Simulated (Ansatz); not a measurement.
# K2HBr: the cost of one run

Program: Ansatz 0.2.0. Level of theory: DFT PBE, scalar-relativistic, plane waves, PAW. These are calculated values, not measurements.

### Step 1. Starting point

The structure is hexagonal, space group P-6m2 (No. 187). Conventional cell: a = 5.389 Å, b = 5.389 Å, c = 8.840 Å, α = 90.00°, β = 90.00°, γ = 120.00°. K (site symmetry 3m) has 3 H at 3.62 Å and 1 K at 3.70 Å and 3 Br at 4.04 Å as nearest neighbours. H (site symmetry -6m2) is surrounded by 6 K at 3.62 Å. Br (site symmetry -6m2) is surrounded by 6 K at 4.04 Å.

As a file:

```cif
data_structure
_symmetry_space_group_name_H-M 'P 1'
_symmetry_Int_Tables_number 1
_cell_length_a 5.3891
_cell_length_b 5.3891
_cell_length_c 8.8400
_cell_angle_alpha 90.000
_cell_angle_beta 90.000
_cell_angle_gamma 120.000
_cell_volume 222.34
loop_
_atom_site_label
_atom_site_type_symbol
_atom_site_fract_x
_atom_site_fract_y
_atom_site_fract_z
_atom_site_occupancy
K1 K 0.66667 0.33333 0.29069 1
K2 K 0.66667 0.33333 0.70931 1
H1 H 0.33333 0.66667 0.50000 1
Br1 Br 0.00000 0.00000 0.00000 1
```

The cell is invented: close-packed anion layers stacked AB|A, with sites between them filled layer by layer (P-6m2, No. 187). The dimensions are guesses.

### Step 2. Probe: one point on a coarse mesh

input.yaml

```yaml
crystal:
  lattice:
    - [5.38906033, 0.0, 0.0]
    - [-2.69453016, 4.66706315, 0.0]
    - [0.0, 0.0, 8.84001502]
  atoms:
    - { symbol: K, position: [0.66666667, 0.33333333, 0.29069405] }
    - { symbol: K, position: [0.66666667, 0.33333333, 0.70930595] }
    - { symbol: H, position: [0.33333333, 0.66666667, 0.5] }
    - { symbol: Br, position: [0.0, 0.0, 0.0] }
basis:
  ecutwfc: 420
kpoints:
  mp_grid: { grid: [6, 6, 2] }
hamiltonian:
  xc: pbe
scf:
  occupations: { method: gaussian, width: 0.1 }
  lower_state_search: "off"
output:
  forces: true
  stress: true
  eigenvalues: true
```

Started as:

```bash
$ ansatz run input.yaml --threads 1 --pin off --max-ram 2048MiB --backend cpu --events-out ev --progress --plain --runs-dir out
```

What time and memory should one allow on 1 thread of Arm Neoverse V2, shared host?

About 3.5 s, with a peak of 0.36 GiB.
